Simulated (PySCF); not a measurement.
# C10H6O6S2 (-2): NMR shifts at several levels of theory

Aim: compute the NMR shifts of C10H6O6S2 (-2) (`O=S(=O)([O-])c1cccc2c(S(=O)(=O)[O-])cccc12`) at several levels, and see how far they spread and what each costs.

Computed with PySCF 2.14.0, with density-fitted response routines of our own, on a single molecule in the gas phase. Atoms count from 0, in the outputs and in this text.

## Step 1: The starting structure

24 atoms, charge -2, multiplicity 1; geometry from: GFN2-xTB.

Bonds of the start (Å): O0–S1 1.47, S1–O2 1.47, S1–O3 1.46, S1–C4 1.81, C4–C5 1.36, C5–C6 1.41, C6–C7 1.37, C7–C8 1.41, C8–C9 1.41, C9–S10 1.81, S10–O11 1.47, S10–O12 1.46, S10–O13 1.47, C9–C14 1.36, C14–C15 1.41, C15–C16 1.37, C16–C17 1.41, C17–C4 1.41, C17–C8 1.43, C5–H18 1.08, C6–H19 1.08, C7–H20 1.08, C14–H21 1.08, C15–H22 1.08, C16–H23 1.08.

## Step 2: Geometry optimisation at PBE0-D3(BJ)/def2-SVP

Job settings and geometry (Å):

```
{"job": {"xc": "PBE0", "basis": "def2-SVP", "d3": "d3bj", "grid": 1, "kind": "geom"}, "charge": -2, "multiplicity": 1}
O     -3.237020     1.770880     1.169750
S     -3.371220     0.714640     0.161340
O     -4.432700    -0.247260     0.479140
O     -3.465700     1.231560    -1.206140
C     -1.828200    -0.230990     0.228960
C     -1.886540    -1.556960     0.535360
C     -0.713620    -2.330430     0.599370
C      0.506700    -1.760710     0.353250
C      0.595330    -0.391360     0.033150
C      1.828300     0.231230    -0.227910
S      3.371060    -0.715040    -0.163080
O      4.432040     0.245700    -0.486010
O      3.237020    -1.770880    -1.169750
O      3.465700    -1.231560     1.206140
C      1.886600     1.557110    -0.534700
C      0.713920     2.331150    -0.596200
C     -0.506270     1.761720    -0.348820
C     -0.595030     0.392050    -0.030110
H     -2.858830    -1.988140     0.725560
H     -0.784970    -3.383520     0.845520
H      1.428670    -2.318790     0.392460
H      2.858660     1.987750    -0.727280
H      0.785320     3.384340    -0.841900
H     -1.428010     2.320340    -0.385640
```

The program printed:

```text
step   0  E = -1630.33177584  max force = 0.019216
step   1  E = -1630.33405825  max force = 0.017714
step   2  E = -1630.33582766  max force = 0.011658
step   3  E = -1630.33658320  max force = 0.007160
step   4  E = -1630.33688173  max force = 0.003513
step   5  E = -1630.33697465  max force = 0.002339
step   6  E = -1630.33698284  max force = 0.001763
step   7  E = -1630.33701932  max force = 0.000814
step   8  E = -1630.33701023  max force = 0.000575
step   9  E = -1630.33701602  max force = 0.000309
step  10  E = -1630.33700191  max force = 0.000662
step  11  E = -1630.33699910  max force = 0.000546
step  12  E = -1630.33700102  max force = 0.000456
step  13  E = -1630.33700292  max force = 0.000330
optimisation converged
```

Wall time 7.7 min (8 threads of Intel Xeon Platinum 8488C (Sapphire Rapids), shared host).

Relaxation path:

```csv
step,energy from step 0 (eV),largest force component (eV/Å)
0,0.0000,0.9881
1,-0.0621,0.9109
2,-0.1103,0.5995
3,-0.1308,0.3682
4,-0.1389,0.1806
5,-0.1415,0.1203
6,-0.1417,0.0907
7,-0.1427,0.0419
8,-0.1424,0.0296
9,-0.1426,0.0159
10,-0.1422,0.0340
11,-0.1421,0.0281
12,-0.1422,0.0234
13,-0.1422,0.0170
```

Distances of close pairs at the start and the end, largest changes first:

```csv
bond,before (Å),after (Å),change (Å)
C8–C9,1.406,1.429,+0.023
C4–C17,1.406,1.429,+0.023
S10–O12,1.465,1.481,+0.016
S1–O3,1.465,1.481,+0.016
O0–S1,1.466,1.481,+0.015
S10–O13,1.466,1.481,+0.015
S10–O11,1.467,1.481,+0.014
S1–O2,1.467,1.481,+0.014
```

The final coordinates are the input of the step that follows.

```csv
at the end point,value
point group (found at 0.08 Å tolerance),C2h
"rotational constants (GHz, main isotopes)","0.907, 0.203, 0.177"
```

## Step 3: Shielding tensors: PBE0/pcSseg-1

Job settings and geometry (Å):

```
{"job": {"kind": "nmr", "xc": "PBE0", "basis": "pcSseg-1", "pop": false}, "charge": -2, "multiplicity": 1}
O     -3.222878     1.755296     1.327046
S     -3.408617     0.689024     0.315824
O     -4.434884    -0.313236     0.685564
O     -3.537579     1.201823    -1.067666
C     -1.843235    -0.234195     0.314159
C     -1.881837    -1.574342     0.620016
C     -0.698082    -2.345631     0.626078
C      0.516932    -1.776214     0.326309
C      0.599394    -0.394413     0.004432
C      1.843225     0.233271    -0.312781
S      3.410497    -0.686855    -0.315458
O      4.434388     0.317784    -0.685340
O      3.226586    -1.753113    -1.327028
O      3.541187    -1.199844     1.067767
C      1.880913     1.573525    -0.618527
C      0.696905     2.344371    -0.624541
C     -0.518246     1.775275    -0.324815
C     -0.599379     0.393397    -0.002940
H     -2.857780    -2.006635     0.852250
H     -0.750784    -3.411363     0.871964
H      1.439510    -2.356902     0.325932
H      2.856638     2.006315    -0.850769
H      0.749471     3.410091    -0.870550
H     -1.441134     2.355401    -0.324467
```

Method: GIAO PBE0/pcSseg-1 NMR shielding, non-relativistic, gas phase.

The program printed:

```text
coarse grid: 24344 points
cycle   1  E = -1630.2951215618  dE =  4.754e+00  |g| = 1.847e+00  |ddm| = 6.138e+00
cycle   2  E = -1629.0454384438  dE =  1.250e+00  |g| = 3.194e+00  |ddm| = 6.058e+00
cycle   3  E = -1630.8724620463  dE = -1.827e+00  |g| = 3.354e-01  |ddm| = 4.611e+00
cycle   4  E = -1630.8978214552  dE = -2.536e-02  |g| = 1.438e-01  |ddm| = 7.314e-01
cycle   5  E = -1630.9023354630  dE = -4.514e-03  |g| = 5.726e-02  |ddm| = 2.005e-01
cycle   6  E = -1630.9031484404  dE = -8.130e-04  |g| = 1.073e-02  |ddm| = 6.036e-02
cycle   7  E = -1630.9031721537  dE = -2.371e-05  |g| = 4.993e-03  |ddm| = 1.823e-02
cycle   8  E = -1630.9031780691  dE = -5.915e-06  |g| = 1.431e-03  |ddm| = 6.999e-03
final grid: 235056 points
cycle   9  E = -1631.0759238245  dE = -4.245e-05  |g| = 1.580e-02  |ddm| = 1.009e-01
cycle  10  E = -1631.0758636601  dE =  6.016e-05  |g| = 2.318e-02  |ddm| = 5.495e-02
cycle  11  E = -1631.0759732994  dE = -1.096e-04  |g| = 3.409e-03  |ddm| = 3.484e-02
cycle  12  E = -1631.0759758207  dE = -2.521e-06  |g| = 5.359e-04  |ddm| = 4.340e-03
cycle  13  E = -1631.0759758771  dE = -5.632e-08  |g| = 2.356e-04  |ddm| = 7.791e-04
cycle  14  E = -1631.0759758889  dE = -1.185e-08  |g| = 5.880e-05  |ddm| = 3.183e-04
cycle  15  E = -1631.0759758895  dE = -5.616e-10  |g| = 2.642e-05  |ddm| = 8.651e-05
converged SCF energy = -1631.0759758895

GIAO shielding tensors (ppm)
atom      isotropic    diamagn.    paramagn.     s11        s22        s33       span
  0 O       80.729     405.857    -325.128     55.553     69.184    117.450     61.896
  1 S      179.290    1047.686    -868.396     26.717    252.454    258.699    231.983
  2 O      113.311     402.046    -288.735     83.406     84.594    171.934     88.528
  3 O       79.687     406.020    -326.333     55.581     68.376    115.104     59.523
  4 C       28.000     273.103    -245.102    -52.532      1.210    135.324    187.856
  5 C       58.327     254.309    -195.981    -37.289     41.396    170.874    208.163
  6 C       60.403     259.418    -199.014    -44.773     57.093    168.891    213.664
  7 C       47.444     254.868    -207.425    -53.642     23.777    172.196    225.838
  8 C       50.253     256.353    -206.100    -26.015     -9.310    186.085    212.100
  9 C       28.024     273.094    -245.070    -52.562      1.252    135.383    187.945
 10 S      179.315    1047.679    -868.365     26.703    252.496    258.744    232.041
 11 O      113.205     402.079    -288.873     83.212     84.660    171.745     88.533
 12 O       80.876     405.837    -324.961     55.631     69.306    117.692     62.062
 13 O       79.858     405.995    -326.137     55.694     68.523    115.358     59.664
 14 C       58.238     254.328    -196.091    -37.443     41.337    170.818    208.261
 15 C       60.387     259.395    -199.008    -44.768     57.030    168.899    213.667
 16 C       47.362     254.915    -207.553    -53.768     23.668    172.187    225.955
 17 C       50.213     256.379    -206.166    -26.058     -9.415    186.111    212.169
 18 H       23.189      35.745     -12.556     17.386     22.923     29.258     11.872
 19 H       24.329      33.303      -8.973     19.750     25.658     27.580      7.830
 20 H       21.783      35.853     -14.070     14.685     20.943     29.720     15.036
 21 H       23.178      35.762     -12.584     17.367     22.904     29.265     11.898
 22 H       24.330      33.302      -8.971     19.747     25.658     27.586      7.838
 23 H       21.760      35.861     -14.101     14.656     20.903     29.720     15.064
```

Run time: 1.8 min. Hardware: 8 threads of Intel Xeon Platinum 8488C (Sapphire Rapids), shared host.

Shifts follow as δ = σ(reference) − σ, with reference shieldings (ppm) from runs at the same level and on the same kind of geometry: 1H TMS 31.27, 13C TMS 184.4, 17O H2O 334.6, 33S CS2 496. The references are single molecules in the gas phase, so shifts against H2O, NH3, PH3, H3PO4 or CFCl3 are not on the usual liquid scales and can be off by tens of ppm. Atoms listed in one row are averaged.

```csv
atoms,environment,σ (ppm),δ (ppm)
"C4, C9",aromatic carbon bearing sulfur,28.0,156.4
"C7, C16",aromatic CH,47.4,137.0
"C8, C17",ring-fusion aromatic carbon,50.2,134.2
"C5, C14",aromatic CH,58.3,126.1
"C6, C15",aromatic CH,60.4,124.0
"H20, H23",hydrogen on an aromatic CH,21.77,9.50
"H18, H21",hydrogen on an aromatic CH,23.18,8.08
"H19, H22",hydrogen on an aromatic CH,24.33,6.94
"O0, O2, O3, O11, O12, O13",oxygen of an anionic S–O group,91.3,243.3
"S1, S10",sulfonyl sulfur,179,316
```

Ring of atoms C4, C5, C6, C7, C8, C17: NICS(0) -9.4, NICS(1) -11.7, NICS(1)zz -27.2 ppm (means of both faces).

Ring of atoms C8, C9, C14, C15, C16, C17: NICS(0) -9.4, NICS(1) -11.7, NICS(1)zz -27.2 ppm (means of both faces).

## Step 4: NMR shieldings: PBE/pcSseg-1

Same as in step 3 but for these lines:

```diff
@@ -1,2 +1,2 @@
-{"job": {"kind": "nmr", "xc": "PBE0", "basis": "pcSseg-1", "pop": false}, "charge": -2, "multiplicity": 1}
+{"job": {"kind": "nmr", "xc": "PBE", "basis": "pcSseg-1", "pop": false}, "charge": -2, "multiplicity": 1}
 O     -3.222878     1.755296     1.327046
```

Level: GIAO PBE/pcSseg-1 NMR shielding, non-relativistic, gas phase.

The program printed:

```text
coarse grid: 24344 points
cycle   1  E = -1630.0105044350  dE =  4.327e+00  |g| = 2.107e+00  |ddm| = 6.249e+00
cycle   2  E = -1623.1238819718  dE =  6.887e+00  |g| = 5.533e+00  |ddm| = 1.072e+01
cycle   3  E = -1630.2401571008  dE = -7.116e+00  |g| = 1.368e+00  |ddm| = 1.008e+01
cycle   4  E = -1630.7798773038  dE = -5.397e-01  |g| = 2.927e-01  |ddm| = 2.433e+00
cycle   5  E = -1630.7727922329  dE =  7.085e-03  |g| = 3.311e-01  |ddm| = 7.902e-01
cycle   6  E = -1630.8010603037  dE = -2.827e-02  |g| = 8.307e-02  |ddm| = 4.097e-01
cycle   7  E = -1630.8023624352  dE = -1.302e-03  |g| = 3.982e-02  |ddm| = 1.593e-01
cycle   8  E = -1630.8026941621  dE = -3.317e-04  |g| = 1.212e-02  |ddm| = 5.601e-02
cycle   9  E = -1630.8027162587  dE = -2.210e-05  |g| = 5.759e-03  |ddm| = 2.076e-02
cycle  10  E = -1630.8027230923  dE = -6.834e-06  |g| = 1.035e-03  |ddm| = 6.608e-03
final grid: 235056 points
cycle  11  E = -1631.0344982006  dE = -2.006e-05  |g| = 2.444e-02  |ddm| = 1.503e-01
cycle  12  E = -1631.0340437571  dE =  4.544e-04  |g| = 5.164e-02  |ddm| = 1.095e-01
cycle  13  E = -1631.0346121779  dE = -5.684e-04  |g| = 7.288e-03  |ddm| = 8.136e-02
cycle  14  E = -1631.0346235873  dE = -1.141e-05  |g| = 1.639e-03  |ddm| = 8.743e-03
cycle  15  E = -1631.0346242093  dE = -6.220e-07  |g| = 6.999e-04  |ddm| = 2.518e-03
cycle  16  E = -1631.0346243289  dE = -1.195e-07  |g| = 1.777e-04  |ddm| = 1.125e-03
cycle  17  E = -1631.0346243341  dE = -5.276e-09  |g| = 8.229e-05  |ddm| = 2.727e-04
cycle  18  E = -1631.0346243355  dE = -1.365e-09  |g| = 1.581e-05  |ddm| = 1.100e-04
cycle  19  E = -1631.0346243355  dE = -3.547e-11  |g| = 7.712e-06  |ddm| = 2.637e-05
converged SCF energy = -1631.0346243355

GIAO shielding tensors (ppm)
atom      isotropic    diamagn.    paramagn.     s11        s22        s33       span
  0 O       58.077     406.875    -348.798     38.735     51.697     83.800     45.065
  1 S      176.360    1048.147    -871.786     15.912    254.047    259.122    243.210
  2 O       99.095     403.041    -303.946     66.680     71.122    159.483     92.804
  3 O       56.662     407.039    -350.377     38.417     50.028     81.540     43.123
  4 C       25.164     273.609    -248.445    -48.592     -4.082    128.166    176.758
  5 C       57.607     253.373    -195.766    -32.030     41.448    163.404    195.434
  6 C       58.080     258.627    -200.547    -42.870     55.623    161.488    204.358
  7 C       46.230     254.682    -208.451    -49.653     22.597    165.747    215.400
  8 C       48.851     255.940    -207.088    -25.309     -7.311    179.174    204.482
  9 C       25.191     273.605    -248.414    -48.618     -4.040    128.232    176.851
 10 S      176.387    1048.140    -871.754     15.890    254.084    259.186    243.296
 11 O       98.978     403.075    -304.097     66.445     71.196    159.293     92.847
 12 O       58.265     406.855    -348.589     38.850     51.864     84.083     45.233
 13 O       56.878     407.014    -350.135     38.578     50.220     81.837     43.259
 14 C       57.519     253.393    -195.874    -32.178     41.389    163.345    195.523
 15 C       58.063     258.607    -200.544    -42.865     55.556    161.498    204.363
 16 C       46.147     254.731    -208.584    -49.775     22.483    165.733    215.509
 17 C       48.811     255.966    -207.155    -25.352     -7.413    179.197    204.549
 18 H       23.341      36.122     -12.781     17.865     22.866     29.293     11.427
 19 H       24.407      33.399      -8.991     20.159     25.498     27.566      7.408
 20 H       21.879      36.324     -14.444     15.085     20.934     29.618     14.533
 21 H       23.330      36.140     -12.809     17.845     22.846     29.300     11.454
 22 H       24.408      33.398      -8.990     20.155     25.498     27.571      7.416
 23 H       21.856      36.332     -14.477     15.055     20.896     29.616     14.561
```

Wall time 65 s (8 threads of Intel Xeon Platinum 8488C (Sapphire Rapids), shared host).

In short: δ C4 154.9, C7 133.8, C8 131.2, C5 122.5, H20 9.33, H18 7.86 ppm (means over like atoms).

[end of part 1 of 2]
